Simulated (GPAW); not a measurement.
Crystal: Au.

```
CELL_PARAMETERS angstrom
0.00000 2.03930 2.03930
2.03930 0.00000 2.03930
2.03930 2.03930 0.00000
ATOMIC_POSITIONS crystal
Au 0.00000 0.00000 0.00000
```

Base run:

```yaml
Program: GPAW 26.7.0
Functional: PBE
Potentials_or_basis: GPAW PAW data sets (gpaw-data 1.2.1)
Cutoff: 600 eV
Basis: pw
k_mesh: 16 × 16 × 16
Occupations: fermi-dirac, width 0.05 eV
Spin: spin-orbit coupling, no magnetisation
```

Its results: pressure 12.1 GPa.

Task: The run is repeated on the same cell with these changes: functional from PBE to LDA; potentials or basis from GPAW PAW data sets (gpaw-data 1.2.1) to the program's PAW data sets (release 1.2.1) made for this functional. What comes out?

Result: Pressure -0.8 GPa.

Caveats: with this Au data set, volumes or pressures lay over 1.5 % or 2 GPa off other programs in two to four cells of ten; spin-orbit coupling was added after a scalar SCF, so levels and gaps hold it while energy, forces, pressure and moments don't.
